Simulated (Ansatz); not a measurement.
# SiH2Cl2: the cost of one run

Computed with Ansatz 0.2.0 (DFT PBE+D3(BJ), scalar-relativistic, plane waves, PAW, unless a step's input says otherwise).

### Step 1. The structure to begin with

Bond lengths: Cl1–Si2 2.063 Å, Si2–Cl3 2.108 Å, Si2–H4 1.469 Å, Si2–H5 1.451 Å. Angles: Cl1–Si2–Cl3 110.2°, Cl1–Si2–H4 109.2°, Cl1–Si2–H5 110.8°, Cl3–Si2–H4 108.1°, Cl3–Si2–H5 110.0°, H4–Si2–H5 108.5°.

As a file:

```xyz
5

Cl    5.5000    8.3228    7.4090
Si    7.1587    7.0965    7.4398
Cl    8.9197    8.2535    7.3954
H     7.1593    6.3136    8.6832
H     7.1407    6.1772    6.3168
```

### Step 2. Relaxing the molecule

input.yaml reads:

```yaml
crystal:
  lattice:
    - [14.4196805142, 0.0, 0.0]
    - [0.0, 14.5, 0.0]
    - [0.0, 0.0, 15.0]
  atoms:
    - { symbol: Cl, position: [0.3814231525, 0.5739865893, 0.4939361395] }
    - { symbol: Si, position: [0.4964538432, 0.4894124321, 0.4959862947] }
    - { symbol: Cl, position: [0.6185768475, 0.5692073276, 0.4930257] }
    - { symbol: H, position: [0.4964970392, 0.4354220565, 0.5788823788] }
    - { symbol: H, position: [0.4952074797, 0.4260134107, 0.4211176212] }
  symmetry: { detect: false }
basis:
  ecutwfc: 420
kpoints:
  mp_grid: { grid: [1, 1, 1] }
hamiltonian:
  xc: pbe
  dispersion: d3bj
scf:
  occupations: { method: gaussian, width: 0.005 }
output:
  forces: true
  eigenvalues: true
relax:
  adjacent_minimum: "off"
  f_tol: 0.01
  max_steps: 120
```

The run is started by

```
$ ansatz run input.yaml --threads 4 --pin off --max-ram 11264MiB --backend cpu --events-out ev --progress --plain --runs-dir out
```

**Question.** How long does this run take on 4 threads of Arm Neoverse V2, shared host, and how much memory does it need?

About 11 s, with a peak of 1.4 GiB.
